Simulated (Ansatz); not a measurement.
# TaC2: the cost of one run

Computed with Ansatz 0.2.0 (DFT PBE, scalar-relativistic, plane waves, PAW, unless a step's input says otherwise).

## Step 1: The system as given

The structure is tetragonal, space group P4/mmm (No. 123). Conventional cell: a = 3.168 Å, b = 3.168 Å, c = 4.905 Å, α = 90.00°, β = 90.00°, γ = 90.00°. Ta (site symmetry 4/mmm) is surrounded by 4 C at 1.58 Å. C (site symmetry mmm) is surrounded by 2 Ta at 1.58 Å.

Structure file:

```xyz
3
Lattice="3.1677 0.0000 0.0000 0.0000 3.1677 0.0000 0.0000 0.0000 4.9049" Properties=species:S:1:pos:R:3 pbc="T T T"
Ta    0.0000    0.0000    2.4525
C     0.0000    1.5839    2.4525
C     1.5839    0.0000    2.4525
```

Recipe of the guess: random cell by space group and Wyckoff sites (P4/mmm, No. 123). The dimensions are guesses.

## Step 2: A first look at the guess

Input file input.yaml:

```yaml
crystal:
  lattice:
    - [3.16771063, 0.0, 0.0]
    - [0.0, 3.16771063, 0.0]
    - [0.0, 0.0, 4.90490324]
  atoms:
    - { symbol: Ta, position: [0.0, 0.0, 0.5] }
    - { symbol: C, position: [0.0, 0.5, 0.5] }
    - { symbol: C, position: [0.5, 0.0, 0.5] }
basis:
  ecutwfc: 420
kpoints:
  mp_grid: { grid: [6, 6, 4] }
hamiltonian:
  xc: pbe
scf:
  occupations: { method: gaussian, width: 0.1 }
  lower_state_search: "off"
output:
  forces: true
  stress: true
  eigenvalues: true
```

The run is started by

```bash
> ansatz run input.yaml --threads 1 --pin off --max-ram 2560MiB --backend cpu --events-out ev --progress --plain --runs-dir out
```

**Question.** How long does this run take on 1 thread of Intel Xeon Platinum 8488C (Sapphire Rapids), shared host, and how much memory does it need?

About 1.1 s, with a peak of 0.37 GiB.
